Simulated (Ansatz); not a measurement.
**GeH9N3Si: one species, many methods**

Aim: compute GeH9N3Si with functionals from several rungs and with coupled cluster. The yardstick is the atomisation energy at the CCSD(T) limit.

The runs use Ansatz 0.2.0, Gaussian basis; functionals in def2-TZVPP, the program's frozen cores in correlated methods.

Plan: PBE-D4, r2SCAN-D4, PBE0-D4, B3LYP-D4, ωB97X-V, ωB97M-V, B2PLYP; CCSD(T)/def2-TZVPP; MP2/def2-QZVPP; extrapolation to the limit.

### Step 1. The geometry

The geometry comes from an earlier relaxation with PBE0-D4 in a triple-zeta def2 set; it is a stationary point, not always the lowest conformer.

SMILES `N[SiH2][NH][GeH2][NH2]`, 14 atoms, charge 0, spin multiplicity 1.

Atoms are counted from 1 here; the program's logs count them from 0.

Bond lengths: N1–Si2 1.720 Å, N1–H6 1.008 Å, N1–H7 1.007 Å, Si2–N3 1.709 Å, Si2–H8 1.492 Å, Si2–H9 1.494 Å, N3–Ge4 1.849 Å, N3–H10 1.008 Å, Ge4–N5 1.832 Å, Ge4–H11 1.538 Å, Ge4–H12 1.537 Å, N5–H13 1.011 Å, N5–H14 1.011 Å. Angles: Si2–N1–H6 120.4°, Si2–N1–H7 119.3°, H6–N1–H7 111.1°, N1–Si2–N3 106.9°, N1–Si2–H8 103.4°, N1–Si2–H9 116.9°, N3–Si2–H8 116.1°, N3–Si2–H9 106.6°, H8–Si2–H9 107.4°, Si2–N3–Ge4 124.4°, Si2–N3–H10 118.8°, Ge4–N3–H10 116.5°, N3–Ge4–N5 113.0°, N3–Ge4–H11 106.2°, N3–Ge4–H12 110.4°, N5–Ge4–H11 109.1°, N5–Ge4–H12 106.2°, H11–Ge4–H12 112.0° and more.

### Step 2. PBE-D4 (GGA)

Input file in.yaml:

```yaml
crystal:
  periodic: [false, false, false]
  atoms:
    - {symbol: N, position_ang: [-1.712514, 0.546323, 0.689431]}
    - {symbol: Si, position_ang: [-0.141395, 1.016922, 1.208148]}
    - {symbol: N, position_ang: [0.911452, -0.278188, 0.841335]}
    - {symbol: Ge, position_ang: [0.806158, -1.306784, -0.691359]}
    - {symbol: N, position_ang: [0.418965, -0.324152, -2.188498]}
    - {symbol: H, position_ang: [-2.175675, -0.240868, 1.115872]}
    - {symbol: H, position_ang: [-2.375847, 1.254903, 0.420437]}
    - {symbol: H, position_ang: [0.100099, 2.289145, 0.466454]}
    - {symbol: H, position_ang: [0.032129, 1.307720, 2.662808]}
    - {symbol: H, position_ang: [1.708489, -0.439954, 1.436711]}
    - {symbol: H, position_ang: [2.186308, -1.963224, -0.864589]}
    - {symbol: H, position_ang: [-0.314803, -2.350477, -0.560178]}
    - {symbol: H, position_ang: [-0.515082, 0.063148, -2.163619]}
    - {symbol: H, position_ang: [1.071715, 0.425497, -2.372952]}
basis:
  gaussian: {orbitals: def2-TZVPP}
hamiltonian: {xc: pbe, dispersion: d4}
output: {forces: true, orbitals: {seedname: orbitals}}
```

The run is started by

```console
$ ansatz run in.yaml --threads 2 --pin off --events-out ev --progress --plain --max-ram 32768MiB --backend cuda --devices 0, --max-vram 18GiB
```

Further steps of the session: r2SCAN-D4 (meta-GGA); PBE0-D4 (hybrid); B3LYP-D4 (hybrid); ωB97X-V (range-separated); ωB97M-V (range-separated); B2PLYP (double hybrid); CCSD(T) in def2-TZVPP; MP2 in def2-QZVPP.

**Question.** What will the summary of the whole plan be? Wanted: atomisation energy, CCSD(T)/CBS; farthest; mean size of error, hybrid; mean size of error, range-separated; gap, smallest and largest; T1 diagnostic; triples share of the correlation energy.

The runs gave:

```
                               quantity                                 value
        atomisation energy, CCSD(T)/CBS                         4574.6 kJ/mol
 functionals within 45.7 kJ/mol (1.0 %)    PBE-D4, B3LYP-D4, ωB97X-V, ωB97M-V
                               farthest                 B2PLYP (-69.7 kJ/mol)
             mean size of error, hybrid                           32.4 kJ/mol
    mean size of error, range-separated                           13.0 kJ/mol
              gap, smallest and largest  5.23 eV (PBE-D4), 11.72 eV (ωB97X-V)
                          T1 diagnostic                                0.0109
triples share of the correlation energy                                 3.6 %
```

**Reading.** PBE-D4 misses by +14.3 kJ/mol. Double hybrids carry the basis error of their MP2 part in triple zeta, and no dispersion term here, so their miss is partly the set-up's. Misses under about 45.7 kJ/mol are within the doubt on the reference itself, which lacks core-valence correlation, relativity and higher excitations, and its outer-core shells are covered unevenly. Hartree-Fock recovers 68 % of the binding; the rest is correlation. The gap grows from 5.2 to 11.7 eV across the functionals, mostly with the share of exact exchange. Correlated methods include outer-core shells of Ge, which these sets cover unevenly.
